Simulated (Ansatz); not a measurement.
BBrH4Si, SMILES [SiH3]BBr: vertical spin-state energies, run with Ansatz 0.2.0 through its Python package.

`run_spin.py`
```python
import ansatz as az
from ase import Atoms

BASIS_SET = "6-31G*"
LEVEL = "ccsd_t"


def main() -> None:
    atoms = Atoms(["Si", "B", "Br", "H", "H", "H", "H"], positions=[
        [-0.626, 0.4291, -0.2268],
        [0.8178, -0.5162, 0.5007],
        [1.7652, -1.8394, -0.6438],
        [-1.6442, -0.4587, -0.6692],
        [-0.2153, 1.2499, -1.4137],
        [-1.218, 1.3952, 0.7834],
        [1.1817, -0.328, 1.6236],
    ])
    system = az.Crystal.molecule_from_ase(atoms)

    setup = (
        system.calculation()
        .basis(gaussian=BASIS_SET)
        .correlation(LEVEL)
    )
    found = {}
    for unpaired in [0, 2]:
        rep = setup.spin("collinear", total=unpaired).run(threads=1).report
        s = unpaired / 2
        found[unpaired] = rep["free_energy_ev"]
        print(f"2S+1 = {unpaired + 1}: E = {found[unpaired]:.5f} eV, <S^2> = {abs(rep['mean_field']['state']['spin_squared']):.3f} (pure state {s * (s + 1):.2f})")
    lowest = min(found, key=found.get)
    for unpaired, e in found.items():
        print(f"multiplicity {unpaired + 1}: {96.485332 * (e - found[lowest]):.1f} kJ/mol above the lowest")


if __name__ == "__main__":
    main()
```

Which spin state is lowest at this geometry, and how far above lie the others?

In order: multiplicity 1 (+0.00 eV) and multiplicity 3 (+3.52 eV), all at the one geometry.

The run itself:

Running `python run_spin.py` prints:
```text
2S+1 = 1: E = -78599.63305 eV, <S^2> = 0.000 (pure state 0.00)
2S+1 = 3: E = -78596.11227 eV, <S^2> = 2.017 (pure state 2.00)
multiplicity 1: 0.0 kJ/mol above the lowest
multiplicity 3: 339.7 kJ/mol above the lowest
```

Caveats:
- Total energies depend on the basis set; only differences at equal settings carry meaning.
- The geometry is a force-field or estimated start, not a minimum of this method, and the basis set is short of its limit. All parts are taken at fixed geometry, without zero-point energy.
- S² is that of the Hartree-Fock reference.
- Wall time of the script: 47 s on 1 thread of Arm Neoverse V2, with other jobs on the host, peak memory 0.45 GiB.

(Lines on the test bed's own set-up are left out of the output.)
